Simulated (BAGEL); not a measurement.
# Si2H6O2 (SMILES O[SiH2][SiH2]O): a chain of runs

Wanted: a single-point energy (HF/def2-SV(P)), then the energy (NEVPT2(2,2)/def2-SV(P)), then the energy (CASPT2(2,2)/def2-SV(P)) of Si2H6O2. 

The calculation is run with BAGEL 1.2.2.

### 1 The structure to begin with

Si2H6O2 has 10 atoms, charge 0, and is taken as a singlet. As SMILES, `O[SiH2][SiH2]O`. The Si3–H8 distance was set to 1.718 Å, away from the relaxed value.

Bond lengths: O1–Si2 1.656 Å, Si2–Si3 2.357 Å, Si3–O4 1.656 Å, O1–H5 0.958 Å, Si2–H6 1.487 Å, Si2–H7 1.494 Å, Si3–H9 1.487 Å, O4–H10 0.958 Å. Some angles: O1–Si2–Si3 112.1°, Si2–Si3–O4 112.1°, O1–Si2–H6 105.4°, O1–Si2–H7 111.3°, Si3–Si2–H6 110.5°, Si3–Si2–H7 109.5°, Si2–O1–H5 117.4°, Si2–Si3–H9 110.5°, O4–Si3–H9 105.4°, Si3–O4–H10 117.4°. A long bond or contact: Si3–H8 1.718 Å.

### 2 The energy at HF/def2-SV(P) (density fitting with svp-jkfit) (run 1)

Input file calc.json:

```json
{ "bagel": [

{
  "title": "molecule",
  "basis": "def2-sv_p_.json",
  "df_basis": "svp-jkfit",
  "geometry": [
    { "atom": "O", "xyz": [    -1.54123039,     3.72550435,     1.95240834 ] },
    { "atom": "Si", "xyz": [     0.60852205,     1.45462046,     1.82145032 ] },
    { "atom": "Si", "xyz": [     0.11171305,    -1.11465118,    -1.78301329 ] },
    { "atom": "O", "xyz": [     2.25806398,    -3.38874759,    -1.91000289 ] },
    { "atom": "H", "xyz": [    -1.52233313,     4.96856619,     0.63678101 ] },
    { "atom": "H", "xyz": [     0.24304902,    -0.05508174,     4.16357688 ] },
    { "atom": "H", "xyz": [     3.22390300,     2.51418990,     1.87171703 ] },
    { "atom": "H", "xyz": [    -2.89789501,    -2.32814259,    -1.84342783 ] },
    { "atom": "H", "xyz": [     0.48228834,     0.39316130,    -4.12551779 ] },
    { "atom": "H", "xyz": [     2.23633213,    -4.63048663,    -0.59305275 ] }
  ]
},

{ "title": "hf" },

{ "title": "print", "file": "orbitals.molden", "orbitals": true }

]}
```

The basis set def2-SV(P) is read from a file made from the Basis Set Exchange's data (not shown).

Started as:

```sh
BAGEL_NUM_THREADS=1 BAGEL calc.json > calc.out
```

What it wrote:

```text
* using 1 threads per process

  ===============================================================
  ===============================================================

  *** Geometry ***

  { "atom" : "O", "xyz" : [     -1.541230,      3.725504,      1.952408 ] },
  { "atom" : "Si", "xyz" : [      0.608522,      1.454620,      1.821450 ] },
  { "atom" : "Si", "xyz" : [      0.111713,     -1.114651,     -1.783013 ] },
  { "atom" : "O", "xyz" : [      2.258064,     -3.388748,     -1.910003 ] },
  { "atom" : "H", "xyz" : [     -1.522333,      4.968566,      0.636781 ] },
  { "atom" : "H", "xyz" : [      0.243049,     -0.055082,      4.163577 ] },
  { "atom" : "H", "xyz" : [      3.223903,      2.514190,      1.871717 ] },
  { "atom" : "H", "xyz" : [     -2.897895,     -2.328143,     -1.843428 ] },
  { "atom" : "H", "xyz" : [      0.482288,      0.393161,     -4.125518 ] },
  { "atom" : "H", "xyz" : [      2.236332,     -4.630487,     -0.593053 ] },

  Number of auxiliary basis functions:      518

  Since a DF basis is specified, we compute 2- and 3-index integrals:
    o Being stored without compression. Storage requirement is 0.024 GB

  Number of basis functions:       76
  Number of electrons      :       50

    * METHOD: MOLECULE                             0.25

  *** RHF ***

  === Nuclear Repulsion ===
   220.9649368550

      * DIIS with orbital gradients will be used.

  === RHF iteration (def2-sv_p_.json) ===
      0       -730.51548118          0.02442026           0.08
      1       -730.68648910          0.01643598           0.08
      2       -730.80090117          0.00143319           0.08
      3       -730.80246492          0.00018242           0.08
      4       -730.80249296          0.00004672           0.08
      5       -730.80249488          0.00001811           0.08
      6       -730.80249506          0.00000609           0.08
      7       -730.80249509          0.00000120           0.07
      8       -730.80249509          0.00000030           0.08
      9       -730.80249509          0.00000009           0.08
     10       -730.80249509          0.00000004           0.07
     11       -730.80249509          0.00000001           0.07
     12       -730.80249509          0.00000000           0.08
    * SCF iteration converged.

    * Permanent dipole moment:
           (   -0.173307,    -0.091364,    -0.031003) a.u.

    * METHOD: HF                                   1.14

    * METHOD: PRINT                                0.01

  ===============================================================
```

It took 1.5 s on 1 thread of Arm Neoverse V1, shared host; peak memory 0.18 GiB.

### 3 A single-point energy at NEVPT2(2,2)/def2-SV(P) (density fitting with svp-jkfit) (run 2)

Input file job.json:

```json
{ "bagel" : [

{
  "title" : "molecule",
  "basis" : "def2-sv_p_.json",
  "df_basis" : "svp-jkfit",
  "geometry" : [
    { "atom" : "O", "xyz" : [    -1.54123039,     3.72550435,     1.95240834 ] },
    { "atom" : "Si", "xyz" : [     0.60852205,     1.45462046,     1.82145032 ] },
    { "atom" : "Si", "xyz" : [     0.11171305,    -1.11465118,    -1.78301329 ] },
    { "atom" : "O", "xyz" : [     2.25806398,    -3.38874759,    -1.91000289 ] },
    { "atom" : "H", "xyz" : [    -1.52233313,     4.96856619,     0.63678101 ] },
    { "atom" : "H", "xyz" : [     0.24304902,    -0.05508174,     4.16357688 ] },
    { "atom" : "H", "xyz" : [     3.22390300,     2.51418990,     1.87171703 ] },
    { "atom" : "H", "xyz" : [    -2.89789501,    -2.32814259,    -1.84342783 ] },
    { "atom" : "H", "xyz" : [     0.48228834,     0.39316130,    -4.12551779 ] },
    { "atom" : "H", "xyz" : [     2.23633213,    -4.63048663,    -0.59305275 ] }
  ]
},

{ "title" : "hf" },

{ "title" : "nevpt2", "nstate" : 1, "nact" : 2, "nclosed" : 24, "active" : [24, 27], "maxiter" : 200, "natocc" : "true", "ncore" : 12 },

{ "title" : "print", "file" : "orbitals.molden", "orbitals" : "true" }

]}
```

The basis set def2-SV(P) is read from a file made from the Basis Set Exchange's data (not shown).

Started as:

```sh
BAGEL_NUM_THREADS=1 BAGEL job.json > job.out
```

What it wrote:

```text
* using 1 threads per process

  ===============================================================
  ===============================================================

  *** Geometry ***

  { "atom" : "O", "xyz" : [     -1.541230,      3.725504,      1.952408 ] },
  { "atom" : "Si", "xyz" : [      0.608522,      1.454620,      1.821450 ] },
  { "atom" : "Si", "xyz" : [      0.111713,     -1.114651,     -1.783013 ] },
[... 6 lines of this table left out ...]
  { "atom" : "H", "xyz" : [      2.236332,     -4.630487,     -0.593053 ] },

  Number of auxiliary basis functions:      518

  Since a DF basis is specified, we compute 2- and 3-index integrals:
    o Being stored without compression. Storage requirement is 0.024 GB

[... 18 lines left out ...]
    * SCF iteration converged.
[... 1 line left out ...]
    * Permanent dipole moment:
[... 28 lines left out ...]
    * Second-order optimization converged. *

     guess   0:   closed 1.                   open ..

  === FCI iteration ===

      0  0      -730.80219846     7.01e-02      0.00
      1  0      -730.82034330     3.81e-04      0.00
      2  0 *    -730.82034416     7.91e-16      0.00

     * ci vector, state   0, <S^2> = 0.0000
       2.     0.9917241010
       .2    -0.1283873338

  === DF-NEVPT2 calculation ===

    * 3-index integral transformation done
    * assembly done

      NEVPT2 correlation energy:   -0.5115804081      0.13

          (+0)     -0.4842235189
          (+0)'    -0.0035855561
          (+1)     -0.0078039364
          (+1)'    -0.0000000000
          (+2)     -0.0002092733
          (-1)     -0.0124999131
          (-1)'     0.0000000000
          (-2)     -0.0032582103

      NEVPT2 total energy:       -731.3319245642

    * METHOD: NEVPT2                               4.60

    * METHOD: PRINT                                0.01

  ===============================================================
```

It took 6.3 s on 1 thread of Arm Neoverse V1, shared host; peak memory 0.18 GiB.

### 4 The energy at CASPT2(2,2)/def2-SV(P) (density fitting with svp-jkfit) (run 3)

Input file input.json:

```json
{ "bagel": [

{
  "title": "molecule",
  "basis": "def2-sv_p_.json",
  "df_basis": "svp-jkfit",
  "geometry": [
    { "atom": "O", "xyz": [    -1.54123039,     3.72550435,     1.95240834 ] },
    { "atom": "Si", "xyz": [     0.60852205,     1.45462046,     1.82145032 ] },
    { "atom": "Si", "xyz": [     0.11171305,    -1.11465118,    -1.78301329 ] },
    { "atom": "O", "xyz": [     2.25806398,    -3.38874759,    -1.91000289 ] },
    { "atom": "H", "xyz": [    -1.52233313,     4.96856619,     0.63678101 ] },
    { "atom": "H", "xyz": [     0.24304902,    -0.05508174,     4.16357688 ] },
    { "atom": "H", "xyz": [     3.22390300,     2.51418990,     1.87171703 ] },
    { "atom": "H", "xyz": [    -2.89789501,    -2.32814259,    -1.84342783 ] },
    { "atom": "H", "xyz": [     0.48228834,     0.39316130,    -4.12551779 ] },
    { "atom": "H", "xyz": [     2.23633213,    -4.63048663,    -0.59305275 ] }
  ]
},

{ "title": "hf" },

{ "title": "casscf", "nstate": 1, "nact": 2, "nclosed": 24, "active": [24, 27], "maxiter": 200, "natocc": "true" },

{ "title": "print", "file": "orbitals.molden", "orbitals": "true" },

{ "title": "smith", "method": "caspt2", "ms": "true", "xms": "true", "sssr": "true", "shift": 0.2, "shift_imag": "true", "ncore": 12 }

]}
```

The basis set def2-SV(P) is read from a file made from the Basis Set Exchange's data (not shown).

Started as:

```sh
BAGEL_NUM_THREADS=1 BAGEL input.json > input.out
```

What it wrote:

```text
* using 1 threads per process

  ===============================================================
  ===============================================================

  *** Geometry ***

  { "atom" : "O", "xyz" : [     -1.541230,      3.725504,      1.952408 ] },
  { "atom" : "Si", "xyz" : [      0.608522,      1.454620,      1.821450 ] },
  { "atom" : "Si", "xyz" : [      0.111713,     -1.114651,     -1.783013 ] },
[... 6 lines of this table left out ...]
  { "atom" : "H", "xyz" : [      2.236332,     -4.630487,     -0.593053 ] },

  Number of auxiliary basis functions:      518

  Since a DF basis is specified, we compute 2- and 3-index integrals:
    o Being stored without compression. Storage requirement is 0.024 GB

[... 18 lines left out ...]
    * SCF iteration converged.
[... 1 line left out ...]
    * Permanent dipole moment:
[... 27 lines left out ...]
    * Second-order optimization converged. *
[... 9 lines left out ...]
     * ci vector, state   0, <S^2> = 0.0000
[... 16 lines left out ...]
    * Zeroth order energy : state  0       -0.9005715417
[... 4 lines left out ...]
       #      aibj      arbs      arbi      airj      risj      airs      arst      rist         Etot      error   time
[... 2 lines left out ...]
       0  -0.48319  -0.00416  -0.01279  -0.00875  -0.00032  -0.00312  -0.00000  -0.00000   -0.5123259  0.0010741   0.05
       1  -0.48343  -0.00419  -0.01284  -0.00895  -0.00036  -0.00321   0.00000  -0.00000   -0.5129712  0.0002022   0.05
       2  -0.48343  -0.00419  -0.01285  -0.00895  -0.00036  -0.00321  -0.00000  -0.00000   -0.5129922  0.0000500   0.05
       3  -0.48343  -0.00419  -0.01285  -0.00895  -0.00036  -0.00321  -0.00000  -0.00000   -0.5129933  0.0000116   0.05
       4  -0.48343  -0.00419  -0.01285  -0.00895  -0.00036  -0.00321   0.00000  -0.00000   -0.5129934  0.0000023   0.06
       5  -0.48343  -0.00419  -0.01285  -0.00895  -0.00036  -0.00321  -0.00000  -0.00000   -0.5129934  0.0000005   0.06

      ------------------------------------------------------------------------------------------------------------------

    * CASPT2 energy : state  0     -731.3357877092
        w/o shift correction       -731.3333375117
        reference weight              0.8612219037

    * METHOD: SMITH                                0.55

  ===============================================================
```

It took 6.3 s on 1 thread of Arm Neoverse V1, shared host; peak memory 0.18 GiB.

### 5 Summary of results

| quantity | value |
| --- | --- |
| run 1, HF/def2-SV(P): total energy | -730.80250 Eh |
| run 1, HF/def2-SV(P): dipole moment | 0.50 D |
| run 1, HF/def2-SV(P): HOMO energy | -10.48 eV |
| run 1, HF/def2-SV(P): LUMO energy | 2.64 eV |
| run 1, HF/def2-SV(P): HOMO–LUMO gap | 13.12 eV |
| run 2, NEVPT2(2,2)/def2-SV(P): total energy | -731.33192 Eh |
| run 3, CASPT2(2,2)/def2-SV(P): total energy | -731.33579 Eh |
